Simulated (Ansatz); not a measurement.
# Si3As: the cost of one run

Program: Ansatz 0.2.0. Level of theory: DFT PBE, scalar-relativistic, plane waves, PAW. These are calculated values, not measurements.

## Step 1: Starting point

The structure is cubic, space group Pm-3m (No. 221). The conventional cell has a = 4.312 Å, b = 4.312 Å, c = 4.312 Å, α = 90.00°, β = 90.00°, γ = 90.00°. Around Si (site symmetry 4/mmm) lie 8 Si at 3.05 Å and 4 As at 3.05 Å. As (site symmetry m-3m) has 12 Si at 3.05 Å as nearest neighbours.

Structure file:

```
Si As
1.0
     4.31171    0.00000    0.00000
     0.00000    4.31171    0.00000
     0.00000    0.00000    4.31171
Si As
3 1
Direct
  0.50000 0.00000 0.00000
  0.00000 0.50000 0.00000
  0.00000 0.00000 0.50000
  0.50000 0.50000 0.50000
```

A structure generator made this guess: random cell by space group and Wyckoff sites (Pm-3m, No. 221). Its size is a rough estimate.

## Step 2: Probe: one point on a coarse mesh

Input file input.yaml:

```yaml
crystal:
  lattice:
    - [4.31171338, 0.0, 0.0]
    - [0.0, 4.31171338, 0.0]
    - [0.0, 0.0, 4.31171338]
  atoms:
    - { symbol: Si, position: [0.5, 0.0, 0.0] }
    - { symbol: Si, position: [0.0, 0.5, 0.0] }
    - { symbol: Si, position: [0.0, 0.0, 0.5] }
    - { symbol: As, position: [0.5, 0.5, 0.5] }
basis:
  ecutwfc: 420
kpoints:
  mp_grid: { grid: [4, 4, 4] }
hamiltonian:
  xc: pbe
scf:
  occupations: { method: gaussian, width: 0.1 }
  lower_state_search: "off"
output:
  forces: true
  stress: true
  eigenvalues: true
```

Started as:

```bash
$ ansatz run input.yaml --threads 1 --pin off --max-ram 2560MiB --backend cpu --events-out ev --progress --plain --runs-dir out
```

Q: Estimate wall time and peak memory on 1 thread of AMD EPYC 9R45 (Zen 5), shared host.

About 1.4 s, with a peak of 0.36 GiB.
